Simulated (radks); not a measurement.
**The Coulomb parameter U of the 3d shell of Ni³⁺**

An exercise on one series of results from a longer session: the logs are not shown, and one member is left open.

Program: radks (a radial shooting solver on a logarithmic mesh, Libxc functionals) version 1. Level of theory: Dirac Kohn-Sham, PBE, spin-unpolarised, spherical densities, point nucleus; open shells are shared between the two j in proportion to 2j + 1. These are calculated values, not measurements, unless marked.

## The atom as given

```
element       : nickel (Z = 28)
charge        : +3
electrons     : 25
configuration : [Ar] 3d6 4p1
```

Outer shells as boxes (Hund's rule):

Ni³⁺
```
[Ar] core
3d [↑↓][↑ ][↑ ][↑ ][↑ ]
4p [↑ ][  ][  ]
```

The first run:

The run's settings:

```text
Z 28
configuration [Ar] 3d6 4p1
relativity Dirac
functional pbe,pbe
spin unpolarised
j_filling average
nucleus point
c 137.035999084
```

Among the steps run: Start: [Ar] 3d6 4p1.

One of the session's tables, all rows but one given; the rest of the session is left out.

It belongs to the step «Start: [Ar] 3d6 4p1». Radial moments (bohr):

```
level     <r>  outermost maximum (interpolated)  90 % within  nodes
2p3/2  0.2163                             0.166        0.354      0
3s1/2  0.7289                             0.636         1.09      2
3p1/2  0.7525                             0.637         1.15      1
3p3/2       ?                                 ?            ?      ?
3d3/2  0.8473                             0.607         1.41      0
3d5/2  0.8509                             0.609         1.42      0
4p1/2   2.331                              2.06         3.42      2
4p3/2   2.351                              2.08         3.45      2
```

**Question.** Estimate the row for 3p3/2.

**Answer.** <r>: 0.7615; outermost maximum (interpolated): 0.644; 90 % within: 1.17; nodes: 1. In the column «<r>» it lies between 3p1/2 (0.7525) and 3d3/2 (0.8473).
